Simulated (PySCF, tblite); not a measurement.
**BH₁₀NSi₃: geometry, infrared bands and NMR shifts**

What infrared bands and NMR shifts should BH₁₀NSi₃ (`BN[SiH2][SiH2][SiH3]`) show?

The runs use tblite 0.8.0 and PySCF 2.14.0, with density-fitted response routines of our own; the level of theory stands in each step. All values are computed, except where a source is named. Atoms are numbered from 0 throughout.

## (1) The starting structure

15 atoms, charge 0, multiplicity 1; geometry from: force field or distance geometry start.

Bonds of the start (Å): B0–N1 1.54, N1–Si2 1.79, Si2–Si3 2.25, Si3–Si4 2.24, B0–H5 1.18, B0–H6 1.17, N1–H7 1.04, Si2–H8 1.47, Si2–H9 1.47, Si3–H10 1.46, Si3–H11 1.47, Si4–H12 1.47, Si4–H13 1.47, Si4–H14 1.47.

## (2) Relaxing the molecule with GFN2-xTB

Job settings and geometry (Å):

```
{"job": {"kind": "relax", "xc": "GFN2-xTB", "basis": "xTB"}, "charge": 0, "multiplicity": 1}
B      2.971200    -0.396800     0.081100
N      1.560400    -0.201600    -0.501200
Si     0.656200     0.814800     0.658500
Si    -1.442100     1.072400    -0.099800
Si    -2.386100    -0.951200    -0.267900
H      3.692600     0.527100     0.169100
H      3.344400    -1.468600     0.379000
H      1.109700    -1.138600    -0.491200
H      0.613700     0.173100     1.979500
H      1.278000     2.139700     0.766000
H     -1.420400     1.716200    -1.409900
H     -2.213400     1.881800     0.858500
H     -2.399200    -1.601600     1.051800
H     -3.759100    -0.803400    -0.768200
H     -1.610500    -1.755400    -1.218600
```

Run with:

```sh
$ OMP_NUM_THREADS=1 python probes_run.py task.json out
```

This one command runs all jobs of the session in turn.

**Question.** This job is followed by: GFN2-xTB harmonic vibrations, gas phase; GIAO PBE0/pcSseg-1 NMR shielding, non-relativistic, gas phase. Predict these results of the whole session: strongest single infrared mode (GFN2-xTB); zero-point energy (GFN2-xTB); 1H shifts against TMS (PBE0/pcSseg-1, means over atoms taken as alike); 11B shifts against BF3·OEt2 (PBE0/pcSseg-1); 15N shifts against NH3 (PBE0/pcSseg-1); 29Si shifts against TMS (PBE0/pcSseg-1); surface potential, 1st and 99th percentile.

The runs gave:

| quantity | value |
| --- | --- |
| strongest single infrared mode (GFN2-xTB) | 617 cm⁻¹, 763 km/mol |
| zero-point energy (GFN2-xTB) | 58.6 kcal/mol |
| 1H shifts against TMS (PBE0/pcSseg-1, means over atoms taken as alike) | 5.22, 5.03, 4.72, 3.57, 3.50 ppm |
| 11B shifts against BF3·OEt2 (PBE0/pcSseg-1) | 42.7 ppm |
| 15N shifts against NH3 (PBE0/pcSseg-1) | 125.6 ppm |
| 29Si shifts against TMS (PBE0/pcSseg-1) | -38.1, -115.7, -132.2 ppm |
| surface potential, 1st and 99th percentile | -0.42 V and 1.60 V |

In words: Relaxing lowered the energy by 1.045 eV in 267 steps; the close pair that moved most is B0–N1, from 1.539 to 1.389 Å. The lowest mode is imaginary (36i cm⁻¹), so the xTB geometry is not a minimum. Unscaled tight-binding wavenumbers are off by several per cent, some by more. Its intensities can rank the bands wrongly. At PBE0/pcSseg-1: Shielding is most anisotropic at N1 (span 224 ppm, paramagnetic term -181 ppm). By nearest atom (PBE0/pcSseg-1), the HOMO sits on N1 29 %; H9 19 % and the LUMO on Si2, Si3 about 16 % each; H9, H13 about 10 % each.
